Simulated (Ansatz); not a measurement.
# CH₅FInNO: one species, many methods

The task here is to estimate one member of a computed series from the others.

The runs use Ansatz 0.2.0, Gaussian basis; functionals in def2-TZVPP, the program's frozen cores in correlated methods.

Plan: LDA (SPW92), PBE-D4, revPBE-D4, BLYP-D4, r2SCAN-D4, B97M-V, PBE0-D4, B3LYP-D4, r2SCANh-D4, r2SCAN0-D4, HSE06-D4, BHLYP-D4, CAM-B3LYP-D4, LC-ωPBE, ωB97X-V, ωB97M-V, B2PLYP, PBE-QIDH; CCSD(T)/def2-SVP; CCSD(T)/def2-TZVPP; MP2/def2-QZVPP; extrapolation to the limit; RPA on PBE.

1 further run of the same task is left out (for a known fault of the program).

## Structure used throughout

An earlier PBE0-D4 in a triple-zeta def2 set relaxation fixed the geometry. In takes the def2 core potential; no spin-orbit term is included.

SMILES `C[O][In]([NH2])[F]`, 10 atoms, charge 0, spin multiplicity 1.

Atoms are counted from 1 here; the program's logs count them from 0.

Bond lengths: C1–O2 1.410 Å, C1–H6 1.096 Å, C1–H7 1.097 Å, C1–H8 1.095 Å, O2–In3 1.961 Å, In3–N4 2.001 Å, In3–F5 1.956 Å, N4–H9 1.011 Å, N4–H10 1.011 Å. Angles: O2–C1–H6 113.5°, O2–C1–H7 110.7°, O2–C1–H8 108.6°, H6–C1–H7 107.9°, H6–C1–H8 108.0°, H7–C1–H8 108.0°, C1–O2–In3 121.6°, O2–In3–N4 130.4°, O2–In3–F5 110.9°, N4–In3–F5 118.2°, In3–N4–H9 114.9°, In3–N4–H10 113.5°, H9–N4–H10 108.9°.

Set-up of the first run:

Input file in.yaml:

```yaml
crystal:
  periodic: [false, false, false]
  atoms:
    - {symbol: C, position_ang: [-1.144023, 1.263941, 1.243234]}
    - {symbol: O, position_ang: [-0.589063, -0.010831, 1.006249]}
    - {symbol: In, position_ang: [0.427721, -0.403475, -0.624302]}
    - {symbol: N, position_ang: [1.254324, -2.112145, -1.256228]}
    - {symbol: F, position_ang: [0.376722, 1.111040, -1.861618]}
    - {symbol: H, position_ang: [-1.271694, 1.861793, 0.333730]}
    - {symbol: H, position_ang: [-0.516295, 1.836365, 1.936927]}
    - {symbol: H, position_ang: [-2.128819, 1.136071, 1.705454]}
    - {symbol: H, position_ang: [1.622244, -2.704249, -0.523998]}
    - {symbol: H, position_ang: [1.968883, -1.978519, -1.959457]}
basis:
  gaussian: {orbitals: def2-TZVPP}
hamiltonian: {xc: lda}
output: {orbitals: {seedname: orbitals}}
```

On the command line:

```
$ ansatz run in.yaml --threads 2 --pin off --events-out ev --progress --plain --max-ram 22528MiB --backend cpu
```

Among the steps run: LDA; PBE-D4 (GGA); revPBE-D4 (GGA); BLYP-D4 (GGA); r2SCAN-D4 (meta-GGA); B97M-V (meta-GGA); PBE0-D4 (hybrid); B3LYP-D4 (hybrid); r2SCANh-D4 (hybrid); r2SCAN0-D4 (hybrid); HSE06-D4 (hybrid); BHLYP-D4 (hybrid); CAM-B3LYP-D4 (range-separated); LC-ωPBE (range-separated); ωB97X-V (range-separated); ωB97M-V (range-separated); B2PLYP (double hybrid); PBE-QIDH (double hybrid).

One of the session's tables, all rows but one given; the rest of the session is left out.

It belongs to the step «Frontier levels by functional». 

```
  functional  HOMO (eV)  LUMO (eV)  gap (eV)
 LDA (SPW92)      -6.35      -2.96      3.39
      PBE-D4          ?          ?         ?
   revPBE-D4      -6.09      -2.52      3.57
     BLYP-D4      -6.08      -2.65      3.43
   r2SCAN-D4      -6.47      -2.42      4.05
      B97M-V      -6.56      -2.58      3.97
     PBE0-D4      -7.67      -1.75      5.92
    B3LYP-D4      -7.45      -2.11      5.34
  r2SCANh-D4      -7.04      -2.10      4.94
  r2SCAN0-D4      -7.90      -1.62      6.28
    HSE06-D4      -7.27      -2.13      5.14
    BHLYP-D4      -9.13      -0.96      8.17
CAM-B3LYP-D4      -9.13      -0.85      8.28
     LC-ωPBE     -10.47       0.52     10.99
     ωB97X-V     -10.13       0.30     10.43
     ωB97M-V     -10.06       0.08     10.14
```

Q: Estimate the row for PBE-D4 from the others.

As computed: HOMO (eV): -6.16; LUMO (eV): -2.65; gap (eV): 3.51. In the column «HOMO (eV)» it lies between LDA (SPW92) (-6.35) and revPBE-D4 (-6.09).
